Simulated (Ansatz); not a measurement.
# AgRh (P-6m2) in Ansatz: a series of runs

Runs on AgRh. Level: PBE. Tasks: single point, equation of state.

All numbers are computed with Ansatz 0.2.0; they aren't measurements. Logs are shortened: lines on timing, memory, paths and dates and some standing lists are left out, and cuts for length are marked.

## 1. The crystal as given

The structure is hexagonal, space group P-6m2 (No. 187). Conventional cell: a = 2.778 Å, b = 2.778 Å, c = 4.809 Å, α = 90.00°, β = 90.00°, γ = 120.00°. Around Ag (site symmetry -6m2) lie 6 Ag at 2.78 Å and 6 Rh at 2.89 Å. Around Rh (site symmetry -6m2) lie 6 Rh at 2.78 Å and 6 Ag at 2.89 Å.

The cell comes from a database or a generator and needn't be the stable form of this composition.

## 2. Single point, PBE, 15.10 Å³/atom (volume scaled by 0.94)

input.yaml reads:

```yaml
crystal:
  lattice:
    - [2.7208868163, 0.0, 0.0]
    - [-1.3604434081, 2.3563571037, 0.0]
    - [0.0, 0.0, 4.7104397215]
  atoms:
    - { symbol: Ag, position: [0.0, 0.0, 0.5] }
    - { symbol: Rh, position: [0.6666666667, 0.3333333333, 0.0] }
hamiltonian:
  xc: pbe
  pseudopotentials: { kind: nc, accuracy: standard }
kpoints:
  mp_grid: { grid: [11, 11, 6] }
scf:
  occupations: { method: fermi_dirac, width: 0.05 }
output:
  forces: true
  stress: true
  eigenvalues: true
  write_density: true
  write_potential: true
  elf: true
  volumetric_format: npy
```

Potentials or basis: PseudoDojo standard (PBE files).

The run is started by

```console
$ ansatz run input.yaml --threads 2 --pin off --max-ram 5632MiB --backend cpu --events-out ev --progress --plain --runs-dir out
```

What it wrote:

```text
Warning: RAYON_NUM_THREADS=2 ignored (pool sized by the plan → 2); use --threads N
Engine: ansatz 0.2.0, aarch64-unknown-linux-gnu
Pseudopotentials: kind: nc
Pseudopotential: Ag, nc, valence charge 19, recommended cutoff 1115.666836 eV (normal), Ag.nc.azcp (PseudoDojo's, or run here from an input of PseudoDojo's; its table is named by hamiltonian.pseudopotentials.accuracy)
Pseudopotential: Rh, nc, valence charge 17, recommended cutoff 1197.300995 eV (normal), Rh.nc.azcp (PseudoDojo's, or run here from an input of PseudoDojo's; its table is named by hamiltonian.pseudopotentials.accuracy)
Functional definition: PBE
  parameter kappa = 0.804
  parameter beta = 0.06672455060314922
  exchange = pbe_x(kappa = kappa, mu = beta*pi^2/3)
  correlation = pbe_c(beta = beta)
Crystal: 2 atoms, lattice volume = 30.200 Å³
Basis set: ecut = 1197.300995 eV, 2901 PW (Γ), exchange–correlation on 64×64×108 points (8 copies of the dense FFT grid, shifted against one another)
Bands: 22, of which v1, the nominal top of the filled ones, is band 18 counted from 1 (17 counted from 0)
Symmetry: 12 space group operations
Space group: P-6m2 (ITA 187), of the structure as read, at distance tolerance 3.1e-5 Å
k-points: 64 of 726 (time reversal used)
Non-local potential: Ag, projectors of the file, l = 0: 2, l = 1: 2, l = 2: 2
Non-local potential: Rh, projectors of the file, l = 0: 2, l = 1: 2, l = 2: 2
Initial density: superposition of atomic densities (chi_scale 0.1, normalization cell, long waves kept (reshape's long-wave potential 0.01 eV rms))
Initial wavefunctions: pseudopotential atomic-orbital guess
Functional: x = pbe(κ = 0.804, μ = 0.2195149727645171), c = pbe(β = 0.06672455060314922)
SCF iter   1: F=—  HF=-7410.430199 eV  |F-HF|=—  |Δ(HF+E_count)|=         —  Δρ=1.21e-1  dr2=5.68e0  ethr=3.10e-3  ⟨swp⟩=6.1  Hψ=6434  notcnv=0
preconditioner: auto → Kerker (q_TF=auto, 2.809 Å⁻¹)  [metal: Δε(μ)=0.003 eV  Ē_g=9.679 eV  σ=0.050 eV  W_gap=0.02  n_scr=10 (ndim 8)  ℏωp=30.2 eV  f_vac=0.000  D(μ)=3.02/eV (n_scr^D=36)]
SCF iter   2: F=—  HF=-7409.377060 eV  |F-HF|=—  |Δ(HF+E_count)|=    1.05e0  Δρ=3.03e-2  dr2=2.14e-1  ethr=3.10e-3  ⟨swp⟩=2.9  Hψ=3174  notcnv=0
SCF iter   3: F=—  HF=-7409.332616 eV  |F-HF|=—  |Δ(HF+E_count)|=   4.44e-2  Δρ=1.36e-2  dr2=3.98e-2  ethr=5.93e-4  ⟨swp⟩=2.3  Hψ=2962  notcnv=0
SCF iter   4: F=—  HF=-7409.327811 eV  |F-HF|=—  |Δ(HF+E_count)|=   4.80e-3  Δρ=3.93e-3  dr2=3.21e-3  ethr=1.11e-4  ⟨swp⟩=2.0  Hψ=2152  notcnv=0
SCF iter   5: F=—  HF=-7409.327754 eV  |F-HF|=—  |Δ(HF+E_count)|=   5.70e-5  Δρ=8.68e-4  dr2=2.64e-4  ethr=8.92e-6  ⟨swp⟩=2.6  Hψ=2294  notcnv=0
SCF iter   6: F=—  HF=-7409.327745 eV  |F-HF|=—  |Δ(HF+E_count)|=   9.13e-6  Δρ=1.78e-4  dr2=1.28e-5  ethr=7.32e-7  ⟨swp⟩=1.9  Hψ=1849  notcnv=0
SCF iter   7: F=—  HF=-7409.327740 eV  |F-HF|=—  |Δ(HF+E_count)|=   4.88e-6  Δρ=4.59e-5  dr2=7.07e-7  ethr=3.54e-8  ⟨swp⟩=2.3  Hψ=2229  notcnv=0
SCF iter   8: F=-7409.327740 eV  HF=-7409.327740 eV  |F-HF|=8.22e-9  |Δ(HF+E_count)|=   1.16e-8  Δρ=1.18e-5  dr2=3.19e-8  ethr=2.78e-10  ⟨swp⟩=13.2  Hψ=13071  notcnv=0
SCF 1 converged in 8 iterations: F = -7409.327740 eV  dr2 = 3.19e-8
SCF converged after 8 iterations
Free energy (F): -7409.327740 eV
Harris-Foulkes:  -7409.327740 eV  (|F-HF|=8.22e-9)
Internal energy: -7409.303656 eV  (E = F + TS)
E sigma→0 (E₀):  -7409.315698 eV
Entropy (-TS):   -0.024084 eV (-12.042 meV/atom)
Fermi energy:    19.755283 eV
--- Per-component energies (eV) ---
  E_band       = -300.135220
  E_kinetic    = 2499.594562
  E_local      = -4915.642237  (includes V_loc(G=0)·N_el)
  E_nonlocal   = 142.910762
  E_hartree    = 1464.110356
  E_xc         = -1145.692665
  E_vxc        = -955.216583  (∫ρ·V_xc dr)
  E_ewald      = -5454.584434
  E_smearing   = -0.024084  (= −TS)
  E_closure    = 0.000000  (closes the sum)
  Σ components = -7409.327740   (vs F -7409.327740, Δ=0.00e0)
--- Forces (eV/Å), atoms counted from 1 ---
  atom   1  Ag    -0.00000000     0.00000000     0.00000000
  atom   2  Rh    -0.00000000     0.00000000     0.00000000
  max |Σ_I F_I| component: 7.98e-17 eV/Å
--- Stress (GPa, compression-positive) ---
        9.436100       0.000000       0.000000
        0.000000       9.436100       0.000000
        0.000000       0.000000       6.657291
  P = ⅓ Tr σ = 8.5098 GPa (85.098 kbar)
--- Band table (eV; the first three rows and the last of 64) ---
  k-point 0: bands = ["-71.9760", "-58.2621", "-35.4395", "-35.3337", "-35.3337", "-26.0069", "-25.9499", "-25.9499", "12.1511", "13.6507", "15.2838", "15.2838", "16.2571", "16.5763", "16.5763", "17.8056", "17.8056", "19.7906", "19.8996", "19.8996", "25.5471", "36.6923"]
  k-point 1: bands = ["-71.9760", "-58.2621", "-35.4390", "-35.3337", "-35.3337", "-26.0081", "-25.9499", "-25.9499", "12.3518", "13.7092", "15.2729", "15.2729", "16.1727", "16.5492", "16.5492", "17.8631", "17.8631", "18.9056", "19.8917", "19.8917", "26.8083", "36.0539"]
  k-point 2: bands = ["-71.9760", "-58.2621", "-35.4381", "-35.3337", "-35.3337", "-26.0104", "-25.9499", "-25.9499", "12.8243", "13.9218", "15.2527", "15.2527", "15.8592", "16.4955", "16.4955", "17.5477", "17.9813", "17.9813", "19.8703", "19.8703", "29.3988", "34.7872"]
  k-point 63: bands = ["-71.9455", "-58.1899", "-35.5301", "-35.4824", "-35.4034", "-26.3411", "-26.2457", "-25.9321", "14.4481", "14.7608", "15.0847", "15.0983", "15.5857", "17.1059", "17.6461", "18.1729", "18.5912", "19.8073", "24.8514", "26.3858", "27.3147", "28.5600"]
```

Wall time 12 s (2 threads of Arm Neoverse V2, shared host); peak memory 0.41 GiB.

Results:

```
Free energy            : -7409.3277 eV
Pressure               : 8.5 GPa
Band gap on the k mesh : none (metal or under the smearing width)
```

## 3. Single point, PBE, 15.42 Å³/atom (volume scaled by 0.96)

Edit input.yaml of step 2 so:

```diff
@@ -2,5 +2,5 @@
   lattice:
-    - [2.7208868163, 0.0, 0.0]
-    - [-1.3604434081, 2.3563571037, 0.0]
-    - [0.0, 0.0, 4.7104397215]
+    - [2.7400486223, 0.0, 0.0]
+    - [-1.3700243112, 2.3729517146, 0.0]
+    - [0.0, 0.0, 4.7436129252]
   atoms:
@@ -19,5 +19 @@
   eigenvalues: true
-  write_density: true
-  write_potential: true
-  elf: true
-  volumetric_format: npy
```

Potentials or basis: PseudoDojo standard (PBE files).

The run is started by

```console
$ ansatz run input.yaml --threads 2 --pin off --max-ram 5632MiB --backend cpu --events-out ev --progress --plain --runs-dir out
```

Run time: 8.2 s. Hardware: 2 threads of Arm Neoverse V2, shared host; peak memory 0.41 GiB.

Results (log left out):

| Item | Value |
| --- | --- |
| Free energy | -7409.3536 eV |
| Pressure | 4.5 GPa |
| Band gap on the k mesh | none (metal or under the smearing width) |

## 4. Single point, PBE, 15.74 Å³/atom (volume scaled by 0.98)

Edit input.yaml of step 3 so:

```diff
@@ -2,5 +2,5 @@
   lattice:
-    - [2.7400486223, 0.0, 0.0]
-    - [-1.3700243112, 2.3729517146, 0.0]
-    - [0.0, 0.0, 4.7436129252]
+    - [2.7589461066, 0.0, 0.0]
+    - [-1.3794730533, 2.389317416, 0.0]
+    - [0.0, 0.0, 4.7763285309]
   atoms:
```

The run is started by

```console
$ ansatz run input.yaml --threads 2 --pin off --max-ram 5632MiB --backend cpu --events-out ev --progress --plain --runs-dir out
```

It took 8.4 s on 2 threads of Arm Neoverse V2, shared host; peak memory 0.41 GiB.

Results (log left out):

```yaml
Free_energy: -7409.3641 eV
Pressure: 0.9 GPa
Band_gap_on_the_k_mesh: none (metal or under the smearing width)
```

## 5. Single point, PBE, 16.06 Å³/atom

Edit input.yaml of step 4 so:

```diff
@@ -2,5 +2,5 @@
   lattice:
-    - [2.7589461066, 0.0, 0.0]
-    - [-1.3794730533, 2.389317416, 0.0]
-    - [0.0, 0.0, 4.7763285309]
+    - [2.7775881998, 0.0, 0.0]
+    - [-1.3887940999, 2.4054619423, 0.0]
+    - [0.0, 0.0, 4.808602]
   atoms:
```

The run is started by

```console
$ ansatz run input.yaml --threads 2 --pin off --max-ram 5632MiB --backend cpu --events-out ev --progress --plain --runs-dir out
```

It took 8.4 s on 2 threads of Arm Neoverse V2, shared host; peak memory 0.42 GiB.

Results (log left out):

| Property | Result |
| --- | --- |
| Free energy | -7409.3613 eV |
| Pressure | -2.2 GPa |
| Band gap on the k mesh | none (metal or under the smearing width) |

## 6. Single point, PBE, 16.39 Å³/atom (volume scaled by 1.02)

Edit input.yaml of step 5 so:

```diff
@@ -2,5 +2,5 @@
   lattice:
-    - [2.7775881998, 0.0, 0.0]
-    - [-1.3887940999, 2.4054619423, 0.0]
-    - [0.0, 0.0, 4.808602]
+    - [2.7959833597, 0.0, 0.0]
+    - [-1.3979916799, 2.4213926181, 0.0]
+    - [0.0, 0.0, 4.8404479744]
   atoms:
```

Potentials or basis: PseudoDojo standard (PBE files).

The run is started by

```console
$ ansatz run input.yaml --threads 2 --pin off --max-ram 5632MiB --backend cpu --events-out ev --progress --plain --runs-dir out
```

Run time: 8.6 s. Hardware: 2 threads of Arm Neoverse V2, shared host; peak memory 0.42 GiB.

Results (log left out):

```
Free energy            : -7409.3467 eV
Pressure               : -5.0 GPa
Band gap on the k mesh : none (metal or under the smearing width)
```

## 7. Single point, PBE, 16.71 Å³/atom (volume scaled by 1.04)

Edit input.yaml of step 6 so:

```diff
@@ -2,5 +2,5 @@
   lattice:
-    - [2.7959833597, 0.0, 0.0]
-    - [-1.3979916799, 2.4213926181, 0.0]
-    - [0.0, 0.0, 4.8404479744]
+    - [2.8141396046, 0.0, 0.0]
+    - [-1.4070698023, 2.4371163874, 0.0]
+    - [0.0, 0.0, 4.8718803355]
   atoms:
```

The run is started by

```console
$ ansatz run input.yaml --threads 2 --pin off --max-ram 5632MiB --backend cpu --events-out ev --progress --plain --runs-dir out
```

Run time: 8.7 s. Hardware: 2 threads of Arm Neoverse V2, shared host; peak memory 0.43 GiB.

The run converged. Its results:

```yaml
Free_energy: -7409.3218 eV
Pressure: -7.4 GPa
Band_gap_on_the_k_mesh: none (metal or under the smearing width)
```

## 8. Single point, PBE, 17.03 Å³/atom (volume scaled by 1.06)

Edit input.yaml of step 7 so:

```diff
@@ -2,5 +2,5 @@
   lattice:
-    - [2.8141396046, 0.0, 0.0]
-    - [-1.4070698023, 2.4371163874, 0.0]
-    - [0.0, 0.0, 4.8718803355]
+    - [2.8320645439, 0.0, 0.0]
+    - [-1.416032272, 2.4526398402, 0.0]
+    - [0.0, 0.0, 4.9029122571]
   atoms:
@@ -19 +19,5 @@
   eigenvalues: true
+  write_density: true
+  write_potential: true
+  elf: true
+  volumetric_format: npy
```

The run is started by

```console
$ ansatz run input.yaml --threads 2 --pin off --max-ram 5632MiB --backend cpu --events-out ev --progress --plain --runs-dir out
```

Wall time 12 s (2 threads of Arm Neoverse V2, shared host); peak memory 0.44 GiB.

Results (log left out):

```
Free energy            : -7409.2880 eV
Pressure               : -9.5 GPa
Band gap on the k mesh : none (metal or under the smearing width)
```

## 9. Equation of state, PBE

Potentials or basis: PseudoDojo standard.

No new run: the results of the series are fitted here.

What came out:

- Equilibrium volume: 15.83 Å³/atom
- Bulk modulus at fixed shape and positions: 159 GPa
- Pressure derivative of the bulk modulus: 5.5

Energy against volume, from the lowest point:
| volume (Å³/atom) | energy (meV/atom) |
| --- | --- |
| 15.100 | 18.19 |
| 15.421 | 5.28 |
| 15.743 | 0.00 |
| 16.064 | 1.42 |
| 16.385 | 8.71 |
| 16.707 | 21.14 |
| 17.028 | 38.07 |

Caveat: the cell was scaled at fixed shape and fractional positions, which overstates the stiffness of a crystal with free parameters, most of all of layers and chains.
